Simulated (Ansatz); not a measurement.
# ClFH3HfNO: basis-set convergence

One table from this session's results is given with a row withheld; the runs are named, their logs left out.

Computed with Ansatz 0.2.0, Gaussian basis. Level: one geometry, several basis sets.

Plan: PBE0-D4/def2-SVP; ωB97M-V/def2-SVP; PBE0-D4/def2-QZVPP; ωB97M-V/def2-QZVPP; the functionals' def2-TZVPP values are taken from earlier runs.

### The relaxed structure

An earlier PBE0-D4 in a triple-zeta def2 set relaxation fixed the geometry. Hf takes the def2 core potential; no spin-orbit term is included.

SMILES `[NH2][Hf]([OH])([F])[Cl]`, 8 atoms, charge 0, spin multiplicity 1.

Atoms are counted from 1 here; the program's logs count them from 0.

Bond lengths: N1–Hf2 2.017 Å, N1–H6 1.011 Å, N1–H7 1.010 Å, Hf2–O3 1.906 Å, Hf2–F4 1.911 Å, Hf2–Cl5 2.370 Å, O3–H8 0.952 Å. Angles: Hf2–N1–H6 125.6°, Hf2–N1–H7 125.5°, H6–N1–H7 108.9°, N1–Hf2–O3 106.0°, N1–Hf2–F4 108.1°, N1–Hf2–Cl5 110.1°, O3–Hf2–F4 113.7°, O3–Hf2–Cl5 111.3°, F4–Hf2–Cl5 107.5°, Hf2–O3–H8 165.1°.

The first run:

in.yaml reads:

```yaml
crystal:
  periodic: [false, false, false]
  atoms:
    - {symbol: N, position_ang: [1.389114, 0.587056, 0.106761]}
    - {symbol: Hf, position_ang: [-0.406091, -0.157910, -0.431980]}
    - {symbol: O, position_ang: [-1.203747, -0.818067, 1.167681]}
    - {symbol: F, position_ang: [-0.118273, -1.501794, -1.759311]}
    - {symbol: Cl, position_ang: [-1.730386, 1.543098, -1.417431]}
    - {symbol: H, position_ang: [2.133859, 0.842004, -0.527264]}
    - {symbol: H, position_ang: [1.691139, 0.762635, 1.054399]}
    - {symbol: H, position_ang: [-1.755615, -1.257023, 1.807143]}
basis:
  gaussian: {orbitals: def2-SVP}
hamiltonian: {xc: pbe0, dispersion: d4}
output: {orbitals: {seedname: orbitals}}
```

Launch:

```
$ ansatz run in.yaml --threads 4 --pin off --events-out ev --progress --plain --max-ram 10444MiB
```

Steps of the session up to this table: PBE0-D4 in def2-SVP; ωB97M-V in def2-SVP; PBE0-D4 in def2-QZVPP; ωB97M-V in def2-QZVPP.

One of the session's tables, all rows but one given; the rest of the session is left out.

```
functional       basis  HOMO (eV)
   PBE0-D4    def2-SVP      -7.70
   PBE0-D4  def2-TZVPP      -7.81
   PBE0-D4  def2-QZVPP      -7.86
   ωB97M-V    def2-SVP     -10.01
   ωB97M-V  def2-TZVPP          ?
   ωB97M-V  def2-QZVPP     -10.20
```

**Question.** Estimate the row for ωB97M-V, def2-TZVPP.

**Answer.** HOMO (eV): -10.15. In the column «HOMO (eV)» it lies between ωB97M-V, def2-QZVPP (-10.20) and ωB97M-V, def2-SVP (-10.01).
